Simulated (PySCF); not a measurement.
**C₆H₉Cl: runs on many settings**

Aim: see how C₆H₉Cl (`C=C[C@@H](C)C(=C)Cl`) answers to the choice of functional, basis, grid and SCF options, and what happens with inputs that are wrong on purpose.

Computed with PySCF 2.14.0, with density-fitted response routines of our own, on a single molecule, in the gas phase or a continuum. Atoms count from 0, in the outputs and in this text.

## (1) Starting geometry

16 atoms, charge 0, multiplicity 1; geometry from: GFN2-xTB.

Bonds of the start (Å): C0–C1 1.32, C1–C2 1.50, C2–C3 1.53, C2–C4 1.50, C4–C5 1.32, C4–Cl6 1.73, C0–H7 1.08, C0–H8 1.08, C1–H9 1.08, C2–H10 1.09, C3–H11 1.09, C3–H12 1.09, C3–H13 1.09, C5–H14 1.08, C5–H15 1.08.

## (2) Shielding tensors: PBE0/pcSseg-1

The job: settings as JSON, then the geometry in Å.

```
{"job": {"kind": "nmr", "xc": "PBE0", "basis": "pcSseg-1"}, "charge": 0, "multiplicity": 1}
C      2.076391    -1.144794    -0.312186
C      1.204277    -0.198117    -0.598251
C      0.016939     0.146015     0.257813
C      0.093294     1.608913     0.708722
C     -1.249510    -0.117514    -0.509469
C     -2.160986    -1.018456    -0.189315
Cl    -1.464409     0.854336    -1.929909
H      2.916427    -1.356232    -0.951805
H      1.991719    -1.748474     0.577028
H      1.307303     0.395778    -1.495877
H      0.007424    -0.502187     1.139463
H      0.994920     1.766256     1.295380
H      0.117425     2.272593    -0.151704
H     -0.771356     1.860440     1.318390
H     -2.040954    -1.631890     0.685899
H     -3.046503    -1.177722    -0.778446
```

Level: GIAO PBE0/pcSseg-1 NMR shielding, non-relativistic, gas phase.

Command:

```
$ OMP_NUM_THREADS=1 python probes_run.py task.json out
```

This one command runs all jobs of the session in turn.

The log of the run:

```text
coarse grid: 13720 points
cycle   1  E = -693.6297896170  dE =  7.960e-01  |g| = 4.261e-01  |ddm| = 3.571e+00
cycle   2  E = -693.6194293323  dE =  1.036e-02  |g| = 4.898e-01  |ddm| = 6.978e-01
cycle   3  E = -693.6743431214  dE = -5.491e-02  |g| = 1.122e-01  |ddm| = 4.057e-01
cycle   4  E = -693.6774365311  dE = -3.093e-03  |g| = 3.196e-02  |ddm| = 1.344e-01
cycle   5  E = -693.6776679406  dE = -2.314e-04  |g| = 1.074e-02  |ddm| = 3.872e-02
cycle   6  E = -693.6776943772  dE = -2.644e-05  |g| = 3.120e-03  |ddm| = 1.160e-02
cycle   7  E = -693.6776966817  dE = -2.304e-06  |g| = 8.808e-04  |ddm| = 3.001e-03
final grid: 127344 points
cycle   8  E = -693.7210571021  dE = -4.236e-05  |g| = 8.286e-03  |ddm| = 3.279e-02
cycle   9  E = -693.7210526248  dE =  4.477e-06  |g| = 9.098e-03  |ddm| = 1.681e-02
cycle  10  E = -693.7210737892  dE = -2.116e-05  |g| = 1.937e-03  |ddm| = 1.029e-02
cycle  11  E = -693.7210746293  dE = -8.402e-07  |g| = 4.164e-04  |ddm| = 1.974e-03
cycle  12  E = -693.7210746692  dE = -3.994e-08  |g| = 1.020e-04  |ddm| = 4.268e-04
cycle  13  E = -693.7210746716  dE = -2.392e-09  |g| = 3.366e-05  |ddm| = 1.332e-04
cycle  14  E = -693.7210746719  dE = -2.606e-10  |g| = 9.219e-06  |ddm| = 3.398e-05
converged SCF energy = -693.7210746719

GIAO shielding tensors (ppm)
atom      isotropic    diamagn.    paramagn.     s11        s22        s33       span
  0 C       66.561     253.341    -186.780    -42.692     83.568    158.807    201.499
  1 C       36.711     257.025    -220.314    -88.157     46.754    151.537    239.694
  2 C      132.334     242.038    -109.704    119.011    133.332    144.658     25.647
  3 C      164.302     246.877     -82.575    148.037    159.312    185.556     37.519
  4 C       25.975     258.910    -232.935    -89.593     65.061    102.458    192.051
  5 C       70.305     251.633    -181.328    -31.132     98.856    143.191    174.323
  6 Cl     744.011    1147.397    -403.386    540.027    712.512    979.494    439.467
  7 H       26.471      28.889      -2.418     23.645     25.106     30.662      7.017
  8 H       26.373      31.810      -5.437     22.857     25.495     30.766      7.909
  9 H       25.328      31.589      -6.261     21.563     23.935     30.486      8.923
 10 H       28.769      33.931      -5.162     26.514     27.798     31.996      5.482
 11 H       30.716      29.762       0.955     26.609     28.346     37.194     10.585
 12 H       29.986      29.935       0.051     25.591     30.761     33.607      8.016
 13 H       30.679      29.752       0.927     26.915     27.966     37.155     10.239
 14 H       26.245      31.797      -5.552     23.051     24.715     30.968      7.917
 15 H       26.416      29.547      -3.131     23.290     23.932     32.026      8.737
```

Run time: 20 s. Hardware: 1 thread of Intel Xeon Platinum 8488C, shared host; peak memory 0.73 GiB.

Shifts follow as δ = σ(reference) − σ, with reference shieldings (ppm) from runs at the same level and on the same kind of geometry: 1H TMS 31.72, 13C TMS 186.9, 35Cl HCl 950. The references are single molecules in the gas phase. Atoms listed in one row are averaged.

| atoms | environment | σ (ppm) | δ (ppm) | δ scaled to CDCl3 |
| --- | --- | --- | --- | --- |
| C4 | fully substituted alkene carbon | 26.0 | 160.9 | 155.2 |
| C1 | alkene CH | 36.7 | 150.2 | 144.7 |
| C0 | terminal =CH2 carbon | 66.6 | 120.4 | 115.6 |
| C5 | terminal =CH2 carbon | 70.3 | 116.6 | 111.9 |
| C2 | allylic sp3 CH | 132.3 | 54.6 | 51.4 |
| C3 | methyl carbon | 164.3 | 22.6 | 20.2 |
| H9 | hydrogen on an alkene CH | 25.33 | 6.39 | 6.13 |
| H14 | hydrogen on a terminal =CH2 carbon | 26.24 | 5.47 | 5.26 |
| H8 | hydrogen on a terminal =CH2 carbon | 26.37 | 5.34 | 5.14 |
| H15 | hydrogen on a terminal =CH2 carbon | 26.42 | 5.30 | 5.10 |
| H7 | hydrogen on a terminal =CH2 carbon | 26.47 | 5.25 | 5.05 |
| H10 | hydrogen on an allylic sp3 CH | 28.77 | 2.95 | 2.88 |
| H11, H12, H13 | hydrogen on a methyl carbon | 30.46 | 1.26 | 1.29 |
| Cl6 | chlorine bonded to C | 744 | 206 | – |

The scaled column applies a straight-line fit of computed shieldings to shifts measured in CDCl3, with any fitted terms for Cl, Br or S neighbours (root-mean-square error 0.16 ppm for H, 1.9 ppm for C).

Charges from the same density, by scheme (e):

| atoms | Mulliken | IAO | Hirshfeld | ESP fit |
| --- | --- | --- | --- | --- |
| C0 | -0.13 | -0.32 | -0.10 | -0.46 |
| C1 | -0.14 | -0.13 | -0.04 | -0.14 |
| C2 | -0.28 | -0.11 | -0.02 | 0.30 |
| C3 | -0.18 | -0.42 | -0.12 | -0.57 |
| C4 | -0.23 | 0.01 | 0.03 | -0.07 |
| C5 | -0.02 | -0.34 | -0.12 | -0.39 |
| Cl6 | -0.08 | -0.05 | -0.01 | -0.07 |

Mayer bond orders: C0–C1 2.00, C1–C2 0.97, C2–C3 1.02, C2–C4 0.96, C4–C5 1.95, C4–Cl6 1.05.

## (3) Ultraviolet spectrum: PBE0/def2-SVPD

Same as in step 2 but for these lines:

```diff
@@ -1,2 +1,2 @@
-{"job": {"kind": "nmr", "xc": "PBE0", "basis": "pcSseg-1"}, "charge": 0, "multiplicity": 1}
+{"job": {"kind": "uv", "xc": "PBE0", "basis": "def2-SVPD", "nstates": 6, "ntriplets": 2}, "charge": 0, "multiplicity": 1}
 C      2.076391    -1.144794    -0.312186
```

With the program's defaults for keys left out, this is: TDDFT PBE0/def2-SVPD, vertical, gas phase, core orbitals frozen in the response.

The log of the run:

```text
coarse grid: 13720 points
cycle   1  E = -693.3485801264  dE =  7.319e-01  |g| = 4.058e-01  |ddm| = 8.185e+00
cycle   2  E = -693.3385106711  dE =  1.007e-02  |g| = 4.688e-01  |ddm| = 1.981e+00
cycle   3  E = -693.3904186346  dE = -5.191e-02  |g| = 1.077e-01  |ddm| = 9.760e-01
cycle   4  E = -693.3933270060  dE = -2.908e-03  |g| = 3.120e-02  |ddm| = 3.115e-01
cycle   5  E = -693.3935543848  dE = -2.274e-04  |g| = 1.080e-02  |ddm| = 1.060e-01
cycle   6  E = -693.3935828153  dE = -2.843e-05  |g| = 2.983e-03  |ddm| = 3.020e-02
cycle   7  E = -693.3935850684  dE = -2.253e-06  |g| = 5.925e-04  |ddm| = 6.636e-03
final grid: 127344 points
cycle   8  E = -693.4765466706  dE = -4.263e-05  |g| = 7.648e-03  |ddm| = 2.269e-01
cycle   9  E = -693.4765417306  dE =  4.940e-06  |g| = 8.761e-03  |ddm| = 4.499e-02
cycle  10  E = -693.4765620465  dE = -2.032e-05  |g| = 1.917e-03  |ddm| = 2.548e-02
cycle  11  E = -693.4765629472  dE = -9.007e-07  |g| = 2.860e-04  |ddm| = 4.580e-03
cycle  12  E = -693.4765629668  dE = -1.962e-08  |g| = 1.021e-04  |ddm| = 9.253e-04
cycle  13  E = -693.4765629695  dE = -2.711e-09  |g| = 3.079e-05  |ddm| = 3.191e-04
cycle  14  E = -693.4765629698  dE = -2.333e-10  |g| = 8.076e-06  |ddm| = 9.882e-05
converged SCF energy = -693.4765629698

Static polarisability (au): isotropic 86.626, principal 74.160 89.375 96.344

Singlet excitations
state   eV       nm        f      main configurations
  1   6.2485    198.4   0.12009   H->L 0.88
  2   6.4498    192.2   0.05769   H-1->L 0.85
  3   6.5725    188.6   0.00469   H->L+2 0.69, H->L+3 0.12, H->L+1 0.08
  4   7.0144    176.8   0.14235   H->L+1 0.65, H->L+2 0.13
  5   7.1203    174.1   0.00151   H-2->L 0.81, H->L+3 0.09
  6   7.1434    173.6   0.00407   H->L+3 0.58, H-2->L 0.11, H->L+2 0.10

Triplet excitations (Tamm-Dancoff, eV): 4.1501 4.4446
```

It took 29 s on 1 thread of Intel Xeon Platinum 8488C, shared host; peak memory 0.9 GiB.

The orbitals next to the gap, with their largest atomic shares:

| orbital | eV | atoms |
| --- | --- | --- |
| HOMO−3 | -9.66 | Cl6 23 %, C2 16 %, C1 16 % |
| HOMO−2 | -8.89 | Cl6 72 %, C4 8 %, C2 5 % |
| HOMO−1 | -7.73 | C0 36 %, C1 33 %, C2 6 % |
| HOMO | -7.34 | C5 32 %, C4 26 %, Cl6 25 % |
| LUMO | -0.36 | C4 22 %, C5 22 %, C0 13 % |
| LUMO+1 | 0.55 | C1 23 %, C0 22 %, C4 14 % |
| LUMO+2 | 0.59 | Cl6 30 %, C4 11 %, C5 10 % |

With each of the 6 states as a Gaussian band of 0.4 eV half-width at 1/e, the curve within the window shown has maxima at 195 nm (ε 7,300), 179 nm (ε 6,600) L/(mol cm). Beyond the last state computed it falls off for lack of states. The curve at chosen wavelengths:

```csv
nm,ε (L/mol/cm)
167,1957
169,2979
171,4100
173,5150
175,5963
177,6441
179,6591
182,6442
184,6312
186,6298
188,6440
190,6703
192,6996
194,7212
196,7256
198,7074
200,6656
202,6036
204,5275
207,4028
209,3223
211,2496
213,1873
215,1365
217,966
219,666
```

Further results of this job:

| property | computed |
| --- | --- |
| dipole moment (D) | 1.51 |
| polarisability (Å³) | 12.84 |
| HOMO–LUMO gap (eV) | 6.98 |
| −ε(HOMO) (eV) | 7.34 |

## (4) Shielding tensors: PBE0/cc-pVDZ in chloroform

Same as in step 3 but for these lines:

```diff
@@ -1,2 +1,2 @@
-{"job": {"kind": "uv", "xc": "PBE0", "basis": "def2-SVPD", "nstates": 6, "ntriplets": 2}, "charge": 0, "multiplicity": 1}
+{"job": {"kind": "nmr", "xc": "PBE0", "basis": "cc-pVDZ", "solvent": "chloroform", "pop": false, "scf": {"aux": "def2-universal-jkfit"}}, "charge": 0, "multiplicity": 1}
 C      2.076391    -1.144794    -0.312186
```

With the program's defaults for keys left out, this is: GIAO PBE0/cc-pVDZ NMR shielding, non-relativistic, IEF-PCM chloroform.

The log of the run:

```text
final grid: 127344 points
cycle   1  E = -693.7461464219  dE =  8.340e-01  |g| = 4.021e-01  |ddm| = 7.260e+00
cycle   2  E = -693.7371647110  dE =  8.982e-03  |g| = 4.602e-01  |ddm| = 1.517e+00
cycle   3  E = -693.7874538075  dE = -5.029e-02  |g| = 1.023e-01  |ddm| = 7.680e-01
cycle   4  E = -693.7901153111  dE = -2.662e-03  |g| = 2.563e-02  |ddm| = 1.913e-01
cycle   5  E = -693.7902697354  dE = -1.544e-04  |g| = 8.690e-03  |ddm| = 4.917e-02
cycle   6  E = -693.7902880582  dE = -1.832e-05  |g| = 2.506e-03  |ddm| = 1.692e-02
cycle   7  E = -693.7902896575  dE = -1.599e-06  |g| = 4.217e-04  |ddm| = 4.091e-03
cycle   8  E = -693.7902896986  dE = -4.107e-08  |g| = 1.268e-04  |ddm| = 8.748e-04
cycle   9  E = -693.7902897026  dE = -3.969e-09  |g| = 3.267e-05  |ddm| = 2.400e-04
cycle  10  E = -693.7902897029  dE = -2.622e-10  |g| = 7.609e-06  |ddm| = 6.514e-05
converged SCF energy = -693.7902897029

GIAO shielding tensors (ppm)
atom      isotropic    diamagn.    paramagn.     s11        s22        s33       span
  0 C       85.554     254.592    -169.038    -14.760     97.988    173.434    188.193
  1 C       57.338     253.780    -196.442    -57.921     64.799    165.136    223.057
  2 C      145.261     244.498     -99.237    133.267    145.087    157.428     24.160
  3 C      177.592     245.698     -68.106    162.385    173.175    197.217     34.832
  4 C       45.286     254.065    -208.778    -57.825     80.763    112.921    170.746
  5 C       88.168     254.637    -166.469     -5.366    110.396    159.474    164.840
  6 Cl     794.346    1148.053    -353.707    619.061    762.115   1001.861    382.801
  7 H       26.515      28.912      -2.397     23.728     25.334     30.482      6.754
  8 H       26.339      33.172      -6.833     22.832     25.518     30.666      7.834
  9 H       25.373      31.980      -6.607     21.466     24.224     30.429      8.963
 10 H       28.486      35.114      -6.629     26.297     27.510     31.650      5.353
 11 H       30.729      29.809       0.920     26.712     28.414     37.061     10.349
 12 H       30.189      30.446      -0.257     25.887     30.968     33.711      7.824
 13 H       30.690      29.848       0.842     26.978     28.099     36.992     10.014
 14 H       26.218      33.156      -6.937     23.188     24.732     30.735      7.546
 15 H       26.551      29.395      -2.844     23.415     24.216     32.023      8.608
```

Wall time 17 s (1 thread of Intel Xeon Platinum 8488C, shared host); peak memory 0.82 GiB.

This run: σ C4 45.3, C1 57.3, C0 85.6, C5 88.2, H9 25.37, H14 26.22 ppm.

## (5) Nuclear shieldings: LC-wPBE/aug-cc-pVDZ

Same as in step 4 but for these lines:

```diff
@@ -1,2 +1,2 @@
-{"job": {"kind": "nmr", "xc": "PBE0", "basis": "cc-pVDZ", "solvent": "chloroform", "pop": false, "scf": {"aux": "def2-universal-jkfit"}}, "charge": 0, "multiplicity": 1}
+{"job": {"kind": "nmr", "xc": "LC-wPBE", "basis": "aug-cc-pVDZ", "pop": true, "scf": {"aux": "def2-universal-jkfit", "conv": 1e-11}}, "charge": 0, "multiplicity": 1}
 C      2.076391    -1.144794    -0.312186
```

Method: GIAO LC-wPBE/aug-cc-pVDZ NMR shielding, non-relativistic, gas phase.

The log of the run:

```text
final grid: 127344 points
cycle   1  E = -693.9036762778  dE =  1.225e+00  |g| = 3.875e-01  |ddm| = 1.769e+01
cycle   2  E = -693.9246748539  dE = -2.100e-02  |g| = 3.415e-01  |ddm| = 2.185e+00
cycle   3  E = -693.9507762796  dE = -2.610e-02  |g| = 5.441e-02  |ddm| = 9.150e-01
cycle   4  E = -693.9517459354  dE = -9.697e-04  |g| = 2.139e-02  |ddm| = 3.760e-01
cycle   5  E = -693.9518764126  dE = -1.305e-04  |g| = 5.567e-03  |ddm| = 1.079e-01
cycle   6  E = -693.9518868219  dE = -1.041e-05  |g| = 1.829e-03  |ddm| = 3.107e-02
cycle   7  E = -693.9518882283  dE = -1.406e-06  |g| = 6.239e-04  |ddm| = 1.209e-02
cycle   8  E = -693.9518883686  dE = -1.403e-07  |g| = 1.925e-04  |ddm| = 3.809e-03
cycle   9  E = -693.9518883910  dE = -2.236e-08  |g| = 5.868e-05  |ddm| = 1.435e-03
cycle  10  E = -693.9518883814  dE =  9.595e-09  |g| = 1.630e-05  |ddm| = 4.000e-04
cycle  11  E = -693.9518883815  dE = -1.821e-10  |g| = 5.043e-06  |ddm| = 1.440e-04
cycle  12  E = -693.9518883816  dE = -1.637e-11  |g| = 2.190e-06  |ddm| = 4.500e-05
cycle  13  E = -693.9518883816  dE = -1.819e-12  |g| = 6.515e-07  |ddm| = 1.945e-05
converged SCF energy = -693.9518883816

GIAO shielding tensors (ppm)
atom      isotropic    diamagn.    paramagn.     s11        s22        s33       span
  0 C       84.662     236.714    -152.052    -23.127    100.191    176.921    200.048
  1 C       55.524     151.631     -96.107    -67.954     65.311    169.214    237.168
  2 C      150.302     232.235     -81.934    137.953    151.124    161.827     23.874
  3 C      181.979     194.828     -12.849    167.148    178.469    200.321     33.173
  4 C       46.569     181.256    -134.687    -68.256     84.274    123.689    191.945
  5 C       88.019     234.916    -146.896    -12.269    112.827    163.500    175.769
  6 Cl     797.485    1143.896    -346.411    608.625    765.149   1018.680    410.055
  7 H       26.473      35.303      -8.830     23.673     25.277     30.468      6.795
  8 H       26.387      39.820     -13.433     22.735     25.654     30.772      8.037
  9 H       25.160      29.137      -3.977     21.108     24.024     30.348      9.240
 10 H       28.571      29.473      -0.902     26.381     27.575     31.757      5.376
 11 H       30.831      24.891       5.940     26.614     28.526     37.352     10.737
 12 H       30.089      23.787       6.303     25.642     30.807     33.819      8.177
 13 H       30.778      25.816       4.962     26.884     28.115     37.335     10.452
 14 H       26.421      38.427     -12.005     23.291     25.099     30.874      7.582
 15 H       26.493      34.173      -7.680     23.518     24.237     31.724      8.206
```

Wall time 63 s (1 thread of Intel Xeon Platinum 8488C, shared host); peak memory 0.96 GiB.

In short: δ C4 155.1, C1 146.1, C0 117.0, C5 113.6, H9 6.76, H8 5.53 ppm.

## (6) Excited states and response: PBE0/cc-pVDZ-PP

Same as in step 5 but for these lines:

```diff
@@ -1,2 +1,2 @@
-{"job": {"kind": "nmr", "xc": "LC-wPBE", "basis": "aug-cc-pVDZ", "pop": true, "scf": {"aux": "def2-universal-jkfit", "conv": 1e-11}}, "charge": 0, "multiplicity": 1}
+{"job": {"kind": "uv", "xc": "PBE0", "basis": "cc-pVDZ-PP", "nstates": 6, "ntriplets": 5, "tda": false, "scf": {"aux": "def2-universal-jfit", "conv": 1e-15, "max_cycle": 96}}, "charge": 0, "multiplicity": 1}
 C      2.076391    -1.144794    -0.312186
```

With the program's defaults for keys left out, this is: PBE0/cc-pVDZ-PP.

The log of the run:

```text
KeyError: 'Element c (Z=6) not found in basis cc-pVDZ-PP version 0'
```

Wall time 0.01 s (1 thread of Intel Xeon Platinum 8488C, shared host).

Why it failed: The basis cc-pVDZ-PP has no functions for an element of the molecule, so the input was refused before any integral. The remedy is to choose a basis that covers all elements.

## (7) Run by run: NMR shifts

Isotropic shieldings (ppm) of some atoms, chosen among heavy atoms and hydrogens apart, with basis size and wall time:

| run | C4 | C1 | C0 | C2 | H9 | H10 | Cl6 | functions | time |
| --- | --- | --- | --- | --- | --- | --- | --- | --- | --- |
| PBE0/pcSseg-1 | 26.0 | 36.7 | 66.6 | 132.3 | 25.33 | 28.77 | 744 | 171 | 20 s |
| PBE0/cc-pVDZ in chloroform | 45.3 | 57.3 | 85.6 | 145.3 | 25.37 | 28.49 | 794 | 147 | 17 s |
| LC-wPBE/aug-cc-pVDZ | 46.6 | 55.5 | 84.7 | 150.3 | 25.16 | 28.57 | 797 | 246 | 63 s |

## (8) Results

```
                                                              quantity                                            value
                                13C shifts against TMS (PBE0/pcSseg-1)       160.9, 150.2, 120.4, 116.6, 54.6, 22.6 ppm
1H shifts against TMS (PBE0/pcSseg-1, means over atoms taken as alike)     6.39, 5.47, 5.34, 5.30, 5.25, 2.95, 1.26 ppm
                               35Cl shifts against HCl (PBE0/pcSseg-1)                                          206 ppm
                                       lowest singlet (PBE0/def2-SVPD)                      6.25 eV (198 nm), f = 0.120
                              brightest single state of those computed                      state 4, 7.01 eV, f = 0.142
                                                        lowest triplet                                          4.15 eV
                                         range of the shielding of Cl6                                   744 to 797 ppm
                                         property runs in this session  5, of which 1 failed and 0 gave unsound results
```

What this shows: Single values in the summary come from the first run of each kind that ended normally (PBE0/pcSseg-1; PBE0/def2-SVPD), which need not be the best level. The most deshielded hydrogen is H9 (hydrogen on an alkene CH), at 6.39 ppm: olefinic region. At PBE0/pcSseg-1: Shielding is most anisotropic at Cl6 (span 439 ppm, paramagnetic term -403 ppm). The first singlet state (HOMO→LUMO 0.88) lies at 6.25 eV and is bright; of the 6 states computed, the strongest absorption comes from state 4 at 7.01 eV. The lowest triplet lies 2.10 eV below the lowest singlet (triplets in Tamm-Dancoff, singlets in full TDDFT). Across the 3 runs the shielding of Cl6 moves most, between 744 (PBE0/pcSseg-1) and 797 ppm (LC-wPBE/aug-cc-pVDZ).
